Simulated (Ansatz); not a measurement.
# C₃BN₃: small, medium and large basis sets

An exercise on one series of results from a longer session: the logs are not shown, and one member is left open.

The runs use Ansatz 0.2.0, Gaussian basis; one geometry, several basis sets.

The runs, in order: PBE0-D4/def2-SVP; ωB97M-V/def2-SVP; PBE0-D4/def2-QZVPP; ωB97M-V/def2-QZVPP; the functionals' def2-TZVPP values are taken from earlier runs.

### The relaxed structure

All runs share one geometry, relaxed beforehand with PBE0-D4 in a triple-zeta def2 set.

7 atoms, charge 0, spin multiplicity 1.

Atoms are counted from 1 here; the program's logs count them from 0.

Bond lengths: N1–C2 1.153 Å, C2–B3 1.519 Å, B3–C4 1.519 Å, B3–C6 1.519 Å, C4–N5 1.153 Å, C6–N7 1.153 Å. Angles: N1–C2–B3 180.0°, C2–B3–C4 120.0°, C2–B3–C6 120.0°, C4–B3–C6 120.0°, B3–C4–N5 180.0°, B3–C6–N7 180.0°.

Set-up of the first run:

The input, in.yaml:

```yaml
crystal:
  periodic: [false, false, false]
  atoms:
    - {symbol: N, position_ang: [1.190796, -2.122902, 1.122802]}
    - {symbol: C, position_ang: [0.680832, -1.211232, 0.635627]}
    - {symbol: B, position_ang: [0.008728, -0.009706, -0.006497]}
    - {symbol: C, position_ang: [-1.173281, -0.209255, -0.939633]}
    - {symbol: N, position_ang: [-2.070105, -0.360682, -1.647674]}
    - {symbol: C, position_ang: [0.518684, 1.391362, 0.284474]}
    - {symbol: N, position_ang: [0.905646, 2.454416, 0.505202]}
basis:
  gaussian: {orbitals: def2-SVP}
hamiltonian: {xc: pbe0, dispersion: d4}
output: {orbitals: {seedname: orbitals}}
```

Among the steps run: PBE0-D4 in def2-SVP; ωB97M-V in def2-SVP; PBE0-D4 in def2-QZVPP; ωB97M-V in def2-QZVPP.

One table of the session follows, with a row left open; its other results are not shown here.

It belongs to the step «Density functionals: the series». 

```
functional       basis  HOMO (eV)  LUMO (eV)
   PBE0-D4    def2-SVP          ?          ?
   PBE0-D4  def2-TZVPP     -11.05      -5.27
   PBE0-D4  def2-QZVPP     -11.06      -5.29
   ωB97M-V    def2-SVP     -13.28      -3.03
   ωB97M-V  def2-TZVPP     -13.38      -3.20
   ωB97M-V  def2-QZVPP     -13.40      -3.22
```

**Question.** Estimate the row for PBE0-D4, def2-SVP.

**Answer.** HOMO (eV): -10.98; LUMO (eV): -5.14. In the column «HOMO (eV)» it is the highest.
